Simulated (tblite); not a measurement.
# CH12Ge4: the cost of one run

Computed with tblite 0.8.0 and PySCF 2.14.0; each step states its level. No surroundings beyond the atoms listed, unless a continuum is named. Atoms count from 0, parts from 1.

## (1) The system as given

17 atoms, charge 0, multiplicity 1; geometry: distance geometry start.

## (2) Geometry optimisation with GFN2-xTB

What the job is given:

```
{"job": {"kind": "relax", "xc": "GFN2-xTB", "basis": "xTB"}, "charge": 0, "multiplicity": 1}
Ge     0.316854    -0.290457    -0.632336
Ge     0.258919     0.039666     1.748993
Ge    -1.444430    -1.793644    -1.264966
Ge     0.032598     1.807185    -1.742037
C      2.025730    -1.034756    -1.120883
H      0.582562     1.474916     2.062274
H      1.293624    -0.851088     2.408171
H     -1.088380    -0.291538     2.273777
H     -1.896026    -1.442940    -2.654841
H     -0.942240    -3.212282    -1.270344
H     -2.605171    -1.651451    -0.306228
H     -1.406543     1.929121    -2.255043
H      0.984376     1.900746    -2.912763
H      0.295829     2.932874    -0.770111
H      2.399854    -1.598848    -0.323339
H      2.676554    -0.279553    -1.364859
H      1.924322    -1.690076    -1.947897
```

Level: GFN2-xTB geometry optimisation, gas phase.

The run is started by

```sh
> OMP_NUM_THREADS=1 python cluster_run.py task.json out
```

One launch serves the whole session: the jobs run in the order shown.

**Question.** How long does this first job take on 1 thread of Arm Neoverse V2, shared host?

About 2 s.
